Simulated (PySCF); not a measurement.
# C3H9Bi (BiMe3): the cost of one run

Programs: PySCF 2.14.0, with routines of our own; each step states its level. All values are computed. Atoms count from 0.

### 1 The system as given

13 atoms, charge 0, multiplicity 1; geometry from: GFN2-xTB.

### 2 Geometry optimisation at PBE0-D3(BJ)/def2-SVP

The job: settings as JSON, then the geometry in Å.

```
{"job": {"xc": "PBE0", "basis": "def2-SVP", "d3": "d3bj", "grid": 1, "maxiter": 30, "shake": 0.03, "kind": "geom"}, "charge": 0, "multiplicity": 1}
Bi     0.072820    -0.069250     1.325630
C      1.865050    -0.015410     0.024110
H      2.467680     0.815060     0.277090
H      1.698870     0.105640    -1.017290
H      2.409640    -0.952800     0.130090
C     -0.951550     1.644650     0.039750
H     -0.772120     1.380150    -0.995400
H     -0.430400     2.602550     0.238340
H     -2.004700     1.710510     0.316970
C     -0.949160    -1.634600     0.092630
H     -2.040600    -1.626230     0.225800
H     -0.536440    -2.592880     0.371610
H     -0.798460    -1.419490    -1.007140
```

Launch:

```console
OMP_NUM_THREADS=1 python heavy_run.py task.json out
```

The driver reads the jobs from task.json and runs them one after another.

**Question.** How long does this first job take on 1 thread of Arm Neoverse V2, shared host, and how much memory does it need?

About 29 s, with a peak of 0.47 GiB.
